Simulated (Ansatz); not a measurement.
# GaNH₂ (triplet): wave-function methods side by side, cc-pVTZ

One table from this session's results is given with a row withheld; the runs are named, their logs left out.

Program: Ansatz 0.2.0, Gaussian basis. Level of theory: cc-pVTZ, core rule «outside noble gas», up to 15 orbitals frozen. These are calculated values, not measurements.

To be run: UHF; CCSD(T) on ROHF; CCSD(T) on UHF; BCCD(T) on ROHF; CCSDT(Q) on ROHF; CCSDT(Q) on UHF.

7 further runs of the same task are left out: 4 for a known fault of the program, 3 set aside as unsound or not needed.

## The system

The geometry is a PBE0/def2-TZVP stationary point (not a proven minimum) of the parent state, kept for this charge and spin. No spin-orbit coupling is included. The filled d shell of Ga may be among the frozen orbitals whatever the setting's name suggests; the logs give the count.

4 atoms, charge 0, spin multiplicity 3.

Atoms are counted from 1 here; the program's logs count them from 0.

Bond lengths: N1–Ga2 1.692 Å, N1–H3 1.013 Å, Ga2–H4 1.530 Å. Angles: Ga2–N1–H3 122.2°, N1–Ga2–H4 164.2°.

Coordinates:

```xyz
4
GaH2N
N     0.0000   -0.1532    1.3982
Ga    0.0000    0.0249   -0.2843
H     0.0000    0.6425    2.0258
H     0.0000   -0.2343   -1.7918
```

Set-up of the first run:

File in.yaml:

```yaml
crystal:
  periodic: [false, false, false]
  atoms:
    - {symbol: N, position_ang: [0.000000, -0.153152, 1.398194]}
    - {symbol: Ga, position_ang: [0.000000, 0.024866, -0.284267]}
    - {symbol: H, position_ang: [0.000000, 0.642469, 2.025804]}
    - {symbol: H, position_ang: [0.000000, -0.234291, -1.791777]}
basis:
  gaussian: {orbitals: cc-pVTZ}
magnetization: {spin_polarized: true, initial_magnetization: 2}
hamiltonian: {xc: hf}
output: {orbitals: {seedname: orbitals}}
```

Started as:

```bash
$ ansatz run in.yaml --threads 1 --pin off --events-out ev --progress --plain --max-ram 2816MiB --backend cpu
```

Steps of the session up to this table: UHF; CCSD(T) on ROHF; CCSD(T) on UHF; BCCD(T) on ROHF; CCSDT(Q) on ROHF; CCSDT(Q) on UHF.

One table of the session follows, with a row left open; its other results are not shown here.

| method | from UCCSDT(Q) (meV) |
| --- | --- |
| ROHF | +7318.2 |
| UHF | +7163.7 |
| RMP2 | +929.0 |
| UMP2 | +939.8 |
| RCCSD | +272.4 |
| UCCSD | +264.3 |
| RCCSD(T) | ? |
| UCCSD(T) | +36.8 |
| BCCD(T) | +41.0 |
| RCCSDT | +16.3 |
| UCCSDT | +11.1 |
| RCCSDT(Q) | +5.7 |
| UCCSDT(Q) | 0 |

Q: Estimate the row for RCCSD(T) from the others.

**Answer.** from UCCSDT(Q) (meV): +41.2. In the column «from UCCSDT(Q) (meV)» it lies between BCCD(T) (+41.0) and UCCSD (+264.3).

To keep in mind: Restricted and unrestricted rows rest on different reference determinants; where their highest levels disagree by more than a few hundredths of an eV, they describe different states and don't form one ladder.
